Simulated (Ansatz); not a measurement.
# Be: the cost of one run

Program: Ansatz 0.2.0. Level of theory: DFT PBE, plane waves, PAW, scalar-relativistic, no spin polarisation. These are calculated values, not measurements.

## (1) The structure to begin with

The cell holds 36 atoms (Be36): a = 7.092 Å, b = 7.092 Å, c = 7.409 Å, α = 90.00°, β = 90.00°, γ = 120.00°.

Its coordinates follow in the input file.

## (2) Run 1

90 steps of 1 fs under a Langevin thermostat at 2000 K.

input.yaml

```yaml
accuracy: low
crystal:
  lattice:
    - [7.091764, 0.0, 0.0]
    - [-3.545882, 6.141648, 0.0]
    - [0.0, 0.0, 7.40853]
  atoms:
    - { symbol: Be, position: [0.0, 0.0, 0.0] }
    - { symbol: Be, position: [0.1111111, 0.2222222, 0.25] }
    - { symbol: Be, position: [0.0, 0.0, 0.5] }
    - { symbol: Be, position: [0.1111111, 0.2222222, 0.75] }
    - { symbol: Be, position: [0.0, 0.3333333, 0.0] }
    - { symbol: Be, position: [0.1111111, 0.5555556, 0.25] }
    - { symbol: Be, position: [0.0, 0.3333333, 0.5] }
    - { symbol: Be, position: [0.1111111, 0.5555556, 0.75] }
    - { symbol: Be, position: [0.0, 0.6666667, 0.0] }
    - { symbol: Be, position: [0.1111111, 0.8888889, 0.25] }
    - { symbol: Be, position: [0.0, 0.6666667, 0.5] }
    - { symbol: Be, position: [0.1111111, 0.8888889, 0.75] }
    - { symbol: Be, position: [0.3333333, 0.0, 0.0] }
    - { symbol: Be, position: [0.4444444, 0.2222222, 0.25] }
    - { symbol: Be, position: [0.3333333, 0.0, 0.5] }
    - { symbol: Be, position: [0.4444444, 0.2222222, 0.75] }
    - { symbol: Be, position: [0.3333333, 0.3333333, 0.0] }
    - { symbol: Be, position: [0.4444444, 0.5555556, 0.25] }
    - { symbol: Be, position: [0.3333333, 0.3333333, 0.5] }
    - { symbol: Be, position: [0.4444444, 0.5555556, 0.75] }
    - { symbol: Be, position: [0.3333333, 0.6666667, 0.0] }
    - { symbol: Be, position: [0.4444444, 0.8888889, 0.25] }
    - { symbol: Be, position: [0.3333333, 0.6666667, 0.5] }
    - { symbol: Be, position: [0.4444444, 0.8888889, 0.75] }
    - { symbol: Be, position: [0.6666667, 0.0, 0.0] }
    - { symbol: Be, position: [0.7777778, 0.2222222, 0.25] }
    - { symbol: Be, position: [0.6666667, 0.0, 0.5] }
    - { symbol: Be, position: [0.7777778, 0.2222222, 0.75] }
    - { symbol: Be, position: [0.6666667, 0.3333333, 0.0] }
    - { symbol: Be, position: [0.7777778, 0.5555556, 0.25] }
    - { symbol: Be, position: [0.6666667, 0.3333333, 0.5] }
    - { symbol: Be, position: [0.7777778, 0.5555556, 0.75] }
    - { symbol: Be, position: [0.6666667, 0.6666667, 0.0] }
    - { symbol: Be, position: [0.7777778, 0.8888889, 0.25] }
    - { symbol: Be, position: [0.6666667, 0.6666667, 0.5] }
    - { symbol: Be, position: [0.7777778, 0.8888889, 0.75] }
basis:
  ecutwfc: 420.0
kpoints:
  mp_grid: { grid: [2, 2, 2] }
hamiltonian:
  xc: pbe
scf:
  occupations: { method: fermi_dirac, width: 0.17 }
  lower_state_search: "off"
md:
  timestep: 1
  n_steps: 90
  ensemble: nvt_langevin
  temperature: 2000.0
  initial_velocities: maxwell_boltzmann
  seed: 483797
  friction: 0.02
```

Run with:

```
$ ansatz run input.yaml --threads 1 --pin off --max-ram 3072MiB --backend cpu --events-out ev --progress --plain --runs-dir out
```

What time and memory should one allow on 1 thread of Arm Neoverse V2, shared host?

About 9.2 min, with a peak of 0.65 GiB.
